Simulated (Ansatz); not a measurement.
# CH7B2FSi: the cost of one run

All numbers are computed with Ansatz 0.2.0 through its Python package. Level of theory: MP2/def2-SVPD.

## (1) Starting point

Bond lengths: B1–Si2 1.889 Å, Si2–C3 1.851 Å, Si2–B4 2.011 Å, B4–F5 1.383 Å, B1–H6 1.179 Å, B1–H7 1.213 Å, Si2–H8 1.460 Å, C3–H9 1.176 Å, C3–H10 1.117 Å, C3–H11 1.093 Å, B4–H12 1.175 Å. Angles (14 of 18 angles, heavy atoms first): B1–Si2–C3 107.9°, B1–Si2–B4 110.1°, C3–Si2–B4 109.7°, Si2–B4–F5 119.2°, B1–Si2–H8 111.9°, C3–Si2–H8 109.5°, B4–Si2–H8 107.7°, Si2–B1–H6 124.3°, Si2–B1–H7 119.6°, Si2–C3–H9 108.9°, Si2–C3–H10 110.3°, Si2–C3–H11 111.8°, Si2–B4–H12 116.6°, F5–B4–H12 124.1°.

The script holds or builds the structure itself.

## (2) Script

The input, ch7b2fsi_energy.py:

```python
'''Single point of CH7B2FSi.'''

import ansatz
from ase import Atoms

atoms = Atoms(['B', 'Si', 'C', 'B', 'F', 'H', 'H', 'H', 'H', 'H', 'H', 'H'], positions=[
    (-1.5667, 0.8553, 0.5127),
    (-0.2025, 0.03, -0.5011),
    (0.208, -1.5851, 0.3046),
    (1.4316, 1.2009, -0.5448),
    (2.6108, 0.7335, 0.0051),
    (-1.4451, 1.2037, 1.6322),
    (-2.6195, 1.1416, -0.0185),
    (-0.6167, -0.2046, -1.881),
    (0.5882, -1.3798, 1.3983),
    (1.0535, -2.081, -0.2309),
    (-0.6622, -2.2443, 0.3602),
    (1.2975, 2.2748, -1.0029),
])
mol = ansatz.Crystal.molecule_from_ase(atoms)

model = (
    mol.calculation()
    .basis(gaussian='def2-SVPD')
    .correlation('MP2')
    .accuracy('high')
)
trace = []
result = model.session().plan().execute(on_event=trace.append)
summary = result.report
for event in trace:
    if event['event'] == 'mean_field_evaluation' and event['data']['evaluation'] <= 25:
        print('pass {evaluation:3d}  E = {energy_ev:.6f} eV  gradient {gradient_ev:.1e}'.format(**event['data']))

print('reference energy %16.6f eV' % summary['reference_energy_ev'])
print('total energy     %16.6f eV' % summary['free_energy_ev'])
print('occupied orbitals outside the frozen core (up, down):', summary['n_occupied'], ' frozen:', summary['n_frozen'], ' virtual:', summary['n_virtual'])

print('correlation energy', round(summary['free_energy_ev'] - summary['reference_energy_ev'], 5), 'eV')
cluster = summary['correlation'].get('coupled_cluster')
if cluster:
    print('cycles', cluster['cycles'], ' T1 diagnostic', round(cluster['t1_diagnostic'], 4), ' largest double', round(cluster['largest_double'], 4))
```

## (3) Launch

Run with:

```bash
$ python ch7b2fsi_energy.py
```

**Question.** How long does this script take on 1 thread of Arm Neoverse V1, shared host, and how much memory does it need?

About 17 s, with a peak of 0.8 GiB.
